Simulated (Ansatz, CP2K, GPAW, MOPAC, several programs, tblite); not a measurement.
**Li2ZnGeSe4: cheap methods against density-functional theory**

Aim: run Li2ZnGeSe4 through methods of unlike cost and see what each gets, and at what price.

Program: MOPAC, tblite, CP2K, Ansatz, GPAW (versions at each run). Level of theory: no spin polarisation, static lattice; gaps from single points on the cell relaxed beforehand with r²SCAN. These are calculated values, not measurements.

### 1 The structure to begin with

Symmetry: I-42m, No. 121, tetragonal system. The conventional cell has a = 5.561 Å, b = 5.561 Å, c = 11.901 Å, α = 90.00°, β = 90.00°, γ = 90.00°. Li (site symmetry -4) has 4 Se at 2.51 Å in its first shell of neighbours. Zn (site symmetry -42m) has 4 Se at 2.48 Å in its first shell of neighbours. Around Ge (site symmetry -42m) lie 4 Se at 2.37 Å. Se (site symmetry m) is surrounded by 1 Ge at 2.37 Å and 1 Zn at 2.48 Å and 2 Li at 2.51 Å.

As a file:

```xyz
8
Lattice="-2.7806 2.7806 5.9506 2.7806 -2.7806 5.9506 2.7806 2.7806 -5.9506" Properties=species:S:1:pos:R:3 pbc="T T T"
Li    0.0000    2.7806    2.9753
Li    2.7806    0.0000    2.9753
Zn    0.0000    0.0000    0.0000
Ge    0.0000    0.0000    5.9506
Se    1.3438    1.3438    7.3732
Se    1.3438   -1.3438    4.5280
Se   -1.3438    1.3438    4.5280
Se    1.4368    1.4368    1.4226
```

The structure type (stannite) is imposed and need not be the compound's stable one.

**Question.** The methods are PM6, PM7, GFN1-xTB (tblite), GFN2-xTB (tblite), PBE/DZVP, PBE/SZV, coarse PBE, GLLB-SC, PBE, r2SCAN. What gap does r2SCAN give on this cell, and which other methods (full PBE left aside) come nearest to r2SCAN and farthest in gap, volume and bulk modulus?

| quantity | value |
| --- | --- |
| r2SCAN | gap 1.71 eV, 23.00 Å³/atom, B₀ 52 GPa |
| gap: nearest and farthest of the other methods | GFN2-xTB (tblite) (+0.13 eV), PM7 (+1.33 eV) |
| volume: nearest and farthest of the other methods | GFN1-xTB (tblite) (-2.3 %), PBE/SZV (+10.4 %) |
| bulk modulus: nearest and farthest of the other methods | GFN1-xTB (tblite) (+10 %), GFN2-xTB (tblite) (-36 %) |

What this shows: Among the 8 methods compared for the gap (full PBE left aside), GFN2-xTB (tblite) is nearest to r2SCAN and PM7 farthest. Among the 4 methods compared for the volume (full PBE left aside), GFN1-xTB (tblite) is nearest to r2SCAN and PBE/SZV farthest. For the bulk modulus, of the 4 methods compared (full PBE left aside), GFN1-xTB (tblite) comes nearest to r2SCAN and GFN2-xTB (tblite) is farthest. A minimal basis or a coarse cutoff and mesh shifts results by its own error, so closeness to r2SCAN can be chance. Cluster runs see only the k-points that fold onto the zone centre, so their gaps can miss the band edges. GLLB-SC is compared with its derivative discontinuity added. No volume is given for PM6, PM7, coarse PBE, which can hide a larger miss. CPU times run from 4.7 s (PM6) to 3 min (GLLB-SC). r2SCAN is a yardstick, not the truth: it usually gives gaps below the measured ones.
